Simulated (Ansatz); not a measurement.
# ScAl4F2: the cost of one run

Program: Ansatz 0.2.0. Level of theory: DFT PBE, scalar-relativistic, plane waves, PAW. These are calculated values, not measurements.

## (1) Starting point

Symmetry: P6/mmm, No. 191, hexagonal system. Conventional cell: a = 4.713 Å, b = 4.713 Å, c = 6.074 Å, α = 90.00°, β = 90.00°, γ = 120.00°. Around Sc (site symmetry 6/mmm) lie 2 F at 1.74 Å. Al (site symmetry mmm) has 2 Sc at 2.36 Å and 4 Al at 2.36 Å as nearest neighbours. Around Al (site symmetry 6/mmm) lie 2 F at 1.29 Å. Around F (site symmetry 6mm) lie 1 Al at 1.29 Å and 1 Sc at 1.74 Å.

Structure file:

```
Sc Al F
1.0
     4.71256    0.00000    0.00000
    -2.35628    4.08119    0.00000
     0.00000    0.00000    6.07410
Sc Al F
1 4 2
Direct
  0.00000 0.00000 0.00000
  0.50000 0.00000 0.00000
  0.00000 0.50000 0.00000
  0.50000 0.50000 0.00000
  0.00000 0.00000 0.50000
  0.00000 0.00000 0.28682
  0.00000 0.00000 0.71318
```

Recipe of the guess: random cell by space group and Wyckoff sites (P6/mmm, No. 191). Its size is a rough estimate.

## (2) Probe: one point on a coarse mesh

File input.yaml:

```yaml
crystal:
  lattice:
    - [4.71255744, 0.0, 0.0]
    - [-2.35627872, 4.08119446, 0.0]
    - [0.0, 0.0, 6.07410054]
  atoms:
    - { symbol: Sc, position: [0.0, 0.0, 0.0] }
    - { symbol: Al, position: [0.5, 0.0, 0.0] }
    - { symbol: Al, position: [0.0, 0.5, 0.0] }
    - { symbol: Al, position: [0.5, 0.5, 0.0] }
    - { symbol: Al, position: [0.0, 0.0, 0.5] }
    - { symbol: F, position: [0.0, 0.0, 0.28681954] }
    - { symbol: F, position: [0.0, 0.0, 0.71318046] }
basis:
  ecutwfc: 420
kpoints:
  mp_grid: { grid: [6, 6, 4] }
hamiltonian:
  xc: pbe
scf:
  occupations: { method: gaussian, width: 0.1 }
  lower_state_search: "off"
output:
  forces: true
  stress: true
  eigenvalues: true
```

Run with:

```sh
> ansatz run input.yaml --threads 1 --pin off --max-ram 2048MiB --backend cpu --events-out ev --progress --plain --runs-dir out
```

**Question.** How long does this run take on 1 thread of AMD EPYC 7R43 (Zen 3), shared host, and how much memory does it need?

About 7.5 s, with a peak of 0.43 GiB.
